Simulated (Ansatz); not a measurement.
# CH5BS2: the cost of one run

Method: the settings change from run to run; program: Ansatz 0.2.0, Gaussian basis.

### Step 1. The molecule

The geometry comes from an earlier relaxation with PBE0-D4 in a triple-zeta def2 set; it is a stationary point, not always the lowest conformer.

SMILES `CSBS`, 9 atoms, charge 0, spin multiplicity 1.

Atoms are counted from 1 here; the program's logs count them from 0.

Bond lengths: C1–S2 1.811 Å, C1–H5 1.090 Å, C1–H6 1.088 Å, C1–H7 1.088 Å, S2–B3 1.774 Å, B3–S4 1.787 Å, B3–H8 1.193 Å, S4–H9 1.346 Å. Angles: S2–C1–H5 107.1°, S2–C1–H6 110.5°, S2–C1–H7 110.5°, H5–C1–H6 109.2°, H5–C1–H7 109.2°, H6–C1–H7 110.2°, C1–S2–B3 103.2°, S2–B3–S4 122.7°, S2–B3–H8 121.0°, S4–B3–H8 116.3°, B3–S4–H9 98.7°.

Geometry (Å):

```xyz
9
charge 0, multiplicity 1
C    -0.0974    0.5112   -1.5688
S     0.6420    0.6891    0.0746
B    -0.1441   -0.5956    1.0127
S     0.2150   -0.8881    2.7387
H     0.3407    1.2817   -2.2023
H    -1.1749    0.6570   -1.5206
H     0.1303   -0.4679   -1.9861
H    -0.9514   -1.3166    0.5116
H     1.1284    0.0828    2.9229
```

### Step 2. wB97X-V/def2-mTZVP

in.yaml reads:

```yaml
crystal:
  periodic: [false, false, false]
  atoms:
    - {symbol: C, position_ang: [-0.097420, 0.511161, -1.568769]}
    - {symbol: S, position_ang: [0.641951, 0.689081, 0.074649]}
    - {symbol: B, position_ang: [-0.144099, -0.595571, 1.012715]}
    - {symbol: S, position_ang: [0.215035, -0.888056, 2.738722]}
    - {symbol: H, position_ang: [0.340741, 1.281726, -2.202287]}
    - {symbol: H, position_ang: [-1.174888, 0.656982, -1.520617]}
    - {symbol: H, position_ang: [0.130347, -0.467876, -1.986086]}
    - {symbol: H, position_ang: [-0.951441, -1.316636, 0.511640]}
    - {symbol: H, position_ang: [1.128374, 0.082790, 2.922933]}
basis:
  gaussian: {orbitals: def2-mTZVP}
hamiltonian: {xc: {name: wB97X-V}}
```

The run is started by

```
ansatz run in.yaml --threads 2 --pin off --events-out ev --progress --plain --max-ram 4352MiB
```

Q: Estimate wall time and peak memory on 2 threads of Intel Xeon Platinum 8259CL at 2.50GHz, shared host.

About 6 s, with a peak of 0.28 GiB.
